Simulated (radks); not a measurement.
# Taking charge from the 3d level of Cu⁺ in fractions

One table from this session's results is given with a row withheld; the runs are named, their logs left out.

Program: radks (a radial shooting solver on a logarithmic mesh, Libxc functionals) version 1. Level of theory: scalar-relativistic Kohn-Sham, PBE, spin-unpolarised, spherical densities, point nucleus. These are calculated values, not measurements, unless marked.

## Starting point

- element: copper (Z = 29)
- charge: +1
- electrons: 28
- configuration: [Ar] 3d10

Outer shells as boxes (Hund's rule):

Cu⁺
```
[Ar] core
3d [↑↓][↑↓][↑↓][↑↓][↑↓]
```

The first run:

Settings of this run:

```text
Z 29
configuration [Ar] 3d10
relativity scalar-relativistic
functional pbe,pbe
spin unpolarised
nucleus point
c 137.035999084
```

Steps of the session up to this table: Start: [Ar] 3d10.

One of the session's tables, all rows but one given; the rest of the session is left out.

From the orbitals of this run (lengths in bohr):

```
level      <r>  outermost maximum (interpolated)  90 % within  nodes
   1s  0.05213                            0.0341       0.0931      0
   2s   0.2352                             0.197        0.364      1
   2p   0.2064                             0.158        0.338      0
   3s   0.7127                             0.614         1.07      2
   3p   0.7505                             0.620         1.16      1
   3d        ?                                 ?            ?      ?
```

Q: Estimate the row for 3d from the others.

The run gave: <r>: 1.015; outermost maximum (interpolated): 0.604; 90 % within: 1.83; nodes: 0. In the column «<r>» it is the highest.
